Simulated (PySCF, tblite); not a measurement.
**C₈H₈F₂: geometry, infrared bands and NMR shifts**

Wanted: the infrared bands and NMR shifts of C₈H₈F₂ (`FCC1=CC(F)=CCC=C1`), by calculation.

Computed with tblite 0.8.0 and PySCF 2.14.0, with density-fitted response routines of our own, on a single molecule in the gas phase. Atoms count from 0, in the outputs and in this text.

## 1. The starting structure

18 atoms, charge 0, multiplicity 1; geometry from: force field or distance geometry start.

Bonds of the start (Å): F0–C1 1.36, C1–C2 1.50, C2–C3 1.36, C3–C4 1.43, C4–F5 1.35, C4–C6 1.33, C6–C7 1.49, C7–C8 1.50, C8–C9 1.33, C9–C2 1.46, C1–H10 1.09, C1–H11 1.11, C3–H12 1.08, C6–H13 1.08, C7–H14 1.10, C7–H15 1.09, C8–H16 1.09, C9–H17 1.09.

## 2. Geometry optimisation with GFN2-xTB

What the job is given:

```
{"job": {"kind": "relax", "xc": "GFN2-xTB", "basis": "xTB"}, "charge": 0, "multiplicity": 1}
F      3.274900     0.928900    -0.172600
C      2.583800    -0.206800     0.124200
C      1.100100    -0.002100     0.172300
C      0.570300     1.230000    -0.056100
C     -0.805700     1.635700    -0.042800
F     -1.002400     2.971800     0.060100
C     -1.887800     0.885600    -0.256100
C     -1.987300    -0.589500    -0.440800
C     -0.950100    -1.457400     0.207600
C      0.325200    -1.195100     0.491200
H      2.851000    -0.957700    -0.625300
H      2.951000    -0.555800     1.109500
H      1.247500     2.050600    -0.239000
H     -2.833600     1.412300    -0.298600
H     -2.961800    -0.885900    -0.012500
H     -2.055100    -0.827100    -1.501700
H     -1.320400    -2.439700     0.487200
H      0.891700    -1.991700     0.981700
```

Started as:

```sh
OMP_NUM_THREADS=1 python probes_run.py task.json out
```

One launch serves the whole session: the jobs run in the order shown.

**Question.** This job is followed by: GFN2-xTB harmonic vibrations, gas phase; GIAO PBE0/pcSseg-1 NMR shielding, non-relativistic, gas phase. What will the session give for the following? strongest single infrared mode (GFN2-xTB); zero-point energy (GFN2-xTB); 13C shifts against TMS (PBE0/pcSseg-1); 1H shifts against TMS (PBE0/pcSseg-1, means over atoms taken as alike); 19F shifts against CFCl3 (PBE0/pcSseg-1).

**Answer**, as computed:

| quantity | value |
| --- | --- |
| strongest single infrared mode (GFN2-xTB) | 1129 cm⁻¹, 85 km/mol |
| zero-point energy (GFN2-xTB) | 85.3 kcal/mol |
| 13C shifts against TMS (PBE0/pcSseg-1) | 169.8, 149.8, 129.3, 126.4, 122.6, 102.8, 87.3, 26.9 ppm |
| 1H shifts against TMS (PBE0/pcSseg-1, means over atoms taken as alike) | 7.16, 6.07, 5.75, 5.58, 5.13, 2.16 ppm |
| 19F shifts against CFCl3 (PBE0/pcSseg-1) | -118.7, -260.5 ppm |

In words: Over 75 steps the energy fell by 0.237 eV; of the close pairs, C7–H14 changed most, 1.105 to 1.087 Å. All 48 modes are real, so the xTB geometry is a minimum. The strongest single mode, at 1129 cm⁻¹, has its largest shares on C4, H13 and H12 (the list is cut at 3 atoms). Unscaled tight-binding wavenumbers are off by several per cent, some by more. Its intensities can rank the bands wrongly. At PBE0/pcSseg-1: The largest span, 222 ppm, is at C2, where the paramagnetic term is -225 ppm.
